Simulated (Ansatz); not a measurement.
# CH4InNO2: basis-set convergence

Aim: see how fast density functionals converge with the basis set for CH4InNO2.

The runs use Ansatz 0.2.0, Gaussian basis; one geometry, several basis sets.

Plan: PBE0-D4/def2-SVP; ωB97M-V/def2-SVP; PBE0-D4/def2-QZVPP; ωB97M-V/def2-QZVPP; the functionals' def2-TZVPP values are taken from earlier runs.

### 1 The relaxed structure

An earlier PBE0-D4 in a triple-zeta def2 set relaxation fixed the geometry. In takes the def2 core potential; no spin-orbit term is included.

SMILES `N=C(O)[O][InH2]`, 9 atoms, charge 0, spin multiplicity 1.

Atoms are counted from 1 here; the program's logs count them from 0.

Bond lengths: N1–C2 1.274 Å, N1–H6 1.013 Å, C2–O3 1.344 Å, C2–O4 1.316 Å, O3–H7 0.965 Å, O4–In5 2.022 Å, In5–H8 1.696 Å, In5–H9 1.702 Å. Angles: C2–N1–H6 112.5°, N1–C2–O3 119.0°, N1–C2–O4 131.2°, O3–C2–O4 109.8°, C2–O3–H7 105.2°, C2–O4–In5 126.7°, O4–In5–H8 106.7°, O4–In5–H9 114.0°, H8–In5–H9 139.3°.

### 2 PBE0-D4 in def2-SVP

in.yaml

```yaml
crystal:
  periodic: [false, false, false]
  atoms:
    - {symbol: N, position_ang: [0.802624, 1.351224, -0.251414]}
    - {symbol: C, position_ang: [0.838628, 0.108800, -0.529072]}
    - {symbol: O, position_ang: [1.838335, -0.357584, -1.297517]}
    - {symbol: O, position_ang: [0.037535, -0.879529, -0.190553]}
    - {symbol: In, position_ang: [-1.639682, -0.746569, 0.930959]}
    - {symbol: H, position_ang: [0.010749, 1.594662, 0.332339]}
    - {symbol: H, position_ang: [2.379698, 0.413996, -1.503934]}
    - {symbol: H, position_ang: [-2.269646, -2.316229, 1.051357]}
    - {symbol: H, position_ang: [-1.998251, 0.831220, 1.457855]}
basis:
  gaussian: {orbitals: def2-SVP}
hamiltonian: {xc: pbe0, dispersion: d4}
output: {orbitals: {seedname: orbitals}}
```

The run is started by

```console
ansatz run in.yaml --threads 2 --pin off --events-out ev --progress --plain --max-ram 22528MiB --backend cpu
```

The program printed:

```text
Functional definition: PBE0
  name "PBE0"
  cite "Adamo & Barone, J. Chem. Phys. 110, 6158 (1999) doi:10.1063/1.478522"
  cite "Perdew, Burke & Ernzerhof, Phys. Rev. Lett. 77, 3865 (1996) doi:10.1103/PhysRevLett.77.3865"
  parent pbe
  parameter a = 0.25
  parameter kappa = 0.804
  parameter beta = 0.06672455060314922
  exchange = (1 - a)*pbe_x(kappa = kappa, mu = beta*pi^2/3) + a*exact_x
  correlation = pbe_c(beta = beta)
1092 factors; integrals over basis functions are off by at most 1.3e-3 eV
mean field evaluation 1: about -11839.2546 eV, gradient 6.4e1 eV
mean field evaluation 2: about -11809.8308 eV, gradient 1.2e2 eV
mean field evaluation 4: about -11846.9054 eV, gradient 9.4e0 eV
mean field evaluation 8: about -11847.2976 eV, gradient 1.2e0 eV
mean field evaluation 16: about -11847.3010 eV, gradient 2.5e-4 eV
mean field -11847.30097198 eV, -435.3802803312 hartree, gradient 4.3e-5 eV, S^2 0.000000; 0 other end points of the search recorded, 0 dependent functions left out
reference -11847.30100591 eV, -435.3802815782 hartree; 27, 27 occupied and 75, 75 virtual orbitals, 1092 factors
Total energy: -11847.45506307 eV, -435.3859430745 hartree
```

Run time: 1.6 s. Hardware: 2 threads of AMD EPYC 7R13, shared host.

### 3 ωB97M-V in def2-SVP

Changes to in.yaml since step 2:

```diff
@@ -14,3 +14,3 @@
   gaussian: {orbitals: def2-SVP}
-hamiltonian: {xc: pbe0, dispersion: d4}
+hamiltonian: {xc: {name: wB97M-V}}
 output: {orbitals: {seedname: orbitals}}
```

Launched as before.

The program printed (excerpt; [...] marks lines left out):

```text
Functional definition: wB97M-V
  name "wB97M-V"
  cite "Mardirossian & Head-Gordon, J. Chem. Phys. 144, 214110 (2016) doi:10.1063/1.4952647"
  cite "Becke, J. Chem. Phys. 107, 8554 (1997) doi:10.1063/1.475007"
  cite "Vydrov & Van Voorhis, J. Chem. Phys. 133, 244103 (2010) doi:10.1063/1.3521275"
  # Of w^i u^j: cxij and so on, Table III.
[...]
  gx(w, u) = 1 - cx + cx01*u + cx10*w
  gss(w, u) = css00 + css04*u^4 + css10*w + css20*w^2 + css43*w^4*u^3
  gos(w, u) = cos00 + cos10*w + (cos20 + cos21*u)*w^2 + (cos60 + cos61*u)*w^6
[...]
      + integral(e_c_pw_mod_opposite_spin*gos(b97_w_opposite, b97_u_opposite)) + vv10(b, c)
1177 factors; their error is unknown
268 factors; integrals over basis functions are off by at most 8.4e-6 eV
[...]
mean field -11850.89925568 eV, -435.5125148180 hartree, gradient 3.1e-5 eV, S^2 0.000000; 0 other end points of the search recorded, 0 dependent functions left out
reference -11850.89931112 eV, -435.5125168554 hartree; 27, 27 occupied and 75, 75 virtual orbitals, 1177 factors
Total energy: -11850.89931112 eV, -435.5125168554 hartree
```

Run time: 5 s. Hardware: 2 threads of AMD EPYC 7R13, shared host; peak memory 0.33 GiB.

### 4 PBE0-D4 in def2-QZVPP

Changes to in.yaml since step 3:

```diff
@@ -13,4 +13,4 @@
 basis:
-  gaussian: {orbitals: def2-SVP}
-hamiltonian: {xc: {name: wB97M-V}}
+  gaussian: {orbitals: "def2-QZVPP.json"}
+hamiltonian: {xc: pbe0, dispersion: d4}
 output: {orbitals: {seedname: orbitals}}
```

The run is started by

```console
ansatz run in.yaml --threads 2 --pin off --events-out ev --progress --plain --max-ram 22528MiB --backend cuda --devices 0, --max-vram 18GiB
```

The program printed:

```text
Functional definition: PBE0
  name "PBE0"
  cite "Adamo & Barone, J. Chem. Phys. 110, 6158 (1999) doi:10.1063/1.478522"
  cite "Perdew, Burke & Ernzerhof, Phys. Rev. Lett. 77, 3865 (1996) doi:10.1103/PhysRevLett.77.3865"
  parent pbe
  parameter a = 0.25
  parameter kappa = 0.804
  parameter beta = 0.06672455060314922
  exchange = (1 - a)*pbe_x(kappa = kappa, mu = beta*pi^2/3) + a*exact_x
  correlation = pbe_c(beta = beta)
1450 factors; their error is unknown
mean field evaluation 1: about -11846.0854 eV, gradient 7.5e1 eV
mean field evaluation 2: about -11793.9206 eV, gradient 1.5e2 eV
mean field evaluation 4: about -11855.6036 eV, gradient 1.3e1 eV
mean field evaluation 8: about -11855.8807 eV, gradient 1.8e-1 eV
mean field evaluation 16: about -11855.9392 eV, gradient 3.2e-4 eV
mean field -11855.93924878 eV, -435.6977311486 hartree, gradient 4.2e-5 eV, S^2 0.000000; 0 other end points of the search recorded, 0 dependent functions left out
reference -11855.93928791 eV, -435.6977325863 hartree; 27, 27 occupied and 403, 403 virtual orbitals, 1450 factors
Total energy: -11856.09334507 eV, -435.7033940827 hartree
```

Wall time 3.9 s (1 × H100 (card shared with other runs) with 2 threads of AMD EPYC 7R13, shared host); peak host memory 0.91 GiB.

### 5 ωB97M-V in def2-QZVPP

Changes to in.yaml since step 4:

```diff
@@ -14,3 +14,3 @@
   gaussian: {orbitals: "def2-QZVPP.json"}
-hamiltonian: {xc: pbe0, dispersion: d4}
+hamiltonian: {xc: {name: wB97M-V}}
 output: {orbitals: {seedname: orbitals}}
```

Same command.

The program printed (excerpt; [...] marks lines left out):

```text
Functional definition: wB97M-V
  name "wB97M-V"
  cite "Mardirossian & Head-Gordon, J. Chem. Phys. 144, 214110 (2016) doi:10.1063/1.4952647"
  cite "Becke, J. Chem. Phys. 107, 8554 (1997) doi:10.1063/1.475007"
  cite "Vydrov & Van Voorhis, J. Chem. Phys. 133, 244103 (2010) doi:10.1063/1.3521275"
  # Of w^i u^j: cxij and so on, Table III.
[...]
  gx(w, u) = 1 - cx + cx01*u + cx10*w
  gss(w, u) = css00 + css04*u^4 + css10*w + css20*w^2 + css43*w^4*u^3
  gos(w, u) = cos00 + cos10*w + (cos20 + cos21*u)*w^2 + (cos60 + cos61*u)*w^6
[...]
      + integral(e_c_pw_mod_opposite_spin*gos(b97_w_opposite, b97_u_opposite)) + vv10(b, c)
1410 factors; their error is unknown
357 factors; integrals over basis functions are off by at most 2.5e-5 eV
[...]
mean field -11859.76173383 eV, -435.8382048832 hartree, gradient 2.4e-5 eV, S^2 0.000000; 0 other end points of the search recorded, 0 dependent functions left out
reference -11859.76179689 eV, -435.8382072003 hartree; 27, 27 occupied and 403, 403 virtual orbitals, 1410 factors
Total energy: -11859.76179689 eV, -435.8382072003 hartree
```

Run time: 6.5 s. Hardware: 1 × H100 (card shared with other runs) with 2 threads of AMD EPYC 7R13, shared host; peak host memory 0.98 GiB.

### 6 Functionals by basis

The def2-TZVPP values come from earlier runs at the same geometry.

```tsv
functional	basis	functions	energy (eV)	from the largest (eV)	HOMO (eV)	LUMO (eV)
PBE0-D4	def2-SVP	102	-11847.4551	8.638	-6.84	-2.13
PBE0-D4	def2-TZVPP	230	-11855.6644	0.429	-7.09	-2.19
PBE0-D4	def2-QZVPP	430	-11856.0933	0.000	-7.15	-2.21
ωB97M-V	def2-SVP	102	-11850.8993	8.862	-9.14	-0.54
ωB97M-V	def2-TZVPP	230	-11859.3497	0.412	-9.42	-0.70
ωB97M-V	def2-QZVPP	430	-11859.7618	0.000	-9.48	-0.73
```

### 7 Outcome

```
                                       quantity          value
PBE0-D4: double and triple zeta above quadruple  8.64, 0.43 eV
ωB97M-V: double and triple zeta above quadruple  8.86, 0.41 eV
```

What this shows: For PBE0-D4 the step from double to triple zeta gains 8.21 eV and the next only 0.43 eV. These are total energies; as a rule much of such shifts cancels in differences, which this series doesn't test.
